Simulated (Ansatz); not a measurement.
Working through an atomisation energy of C₂H₇BrSi, SMILES C[SiH](C)Br

Program: Ansatz 0.2.0 through its Python package.

Contents of `c2h7brsi.xyz`:
```text
11

C    -0.86340    1.23280   -0.12920
Si   -0.44510   -0.51350   -0.13300
C     1.26640   -0.76920    0.42180
Br   -0.55940   -1.28890   -2.20200
H    -0.25330    1.85230   -0.81310
H    -0.84290    1.72180    0.86250
H    -1.91310    1.41860   -0.48600
H    -1.33360   -1.25230    0.73460
H     2.01480   -0.22300   -0.16230
H     1.43860   -0.40420    1.48170
H     1.55630   -1.83160    0.44560
```

The cells in order, each with its output:

In [1]:
```python
from collections import Counter

import ansatz as az


def single_point(molecule, charge=0, unpaired=0):
    calc = molecule.calculation().basis(gaussian="def2-TZVP").correlation("MP2", electrons="valence")
    if charge:
        calc = calc.charge(charge)
    if unpaired:
        calc = calc.spin("collinear", total=unpaired)
    report = calc.run(threads=1).report
    if report["published_state_doubts"]:
        print("  doubts:", report["published_state_doubts"])
    return report["free_energy_ev"]
```

In [2]:
```python
mol = az.Crystal.molecule_from_extxyz("c2h7brsi.xyz")
```

In [3]:
```python
# unpaired electrons of the ground-state atoms
unpaired = {"C": 2, "Si": 2, "Br": 1, "H": 1}
counts = Counter(site.symbol for site in mol.cartesian_sites)
atom_energy = {s: single_point(az.Crystal.molecule().atom(s, (0, 0, 0)), 0, unpaired[s]) for s in counts}
whole = single_point(mol, 0, 0)
for s, e in atom_energy.items():
    print(f"{s:2s} x{counts[s]}  {e:14.5f} eV")
print(f"C2H7BrSi: {whole:.5f} eV")
split = sum(counts[s] * e for s, e in atom_energy.items()) - whole
print(f"atomisation energy (no zero-point term): {split:.3f} eV, {split / sum(counts.values()):.3f} eV an atom")
```
```text
C  x2     -1027.46354 eV
Si x1     -7861.52477 eV
Br x1    -70005.19084 eV
H  x7       -13.60052 eV
C2H7BrSi: -80056.13222 eV
atomisation energy (no zero-point term): 39.286 eV, 3.571 eV an atom
```

39.286 eV from the electronic energies, without the zero-point term.

Notes:
- These settings explore the input space; basis and method may be short of convergence.
- The geometry is a force-field or estimated start, not a minimum of this method, and the basis set is short of its limit. All parts are taken at fixed geometry, without zero-point energy.
- The spin-orbit lowering of heavy atoms is left out.
- Hardware and time: 9.4 s on 1 thread of Arm Neoverse V1 (shared host), peak memory 0.46 GiB.
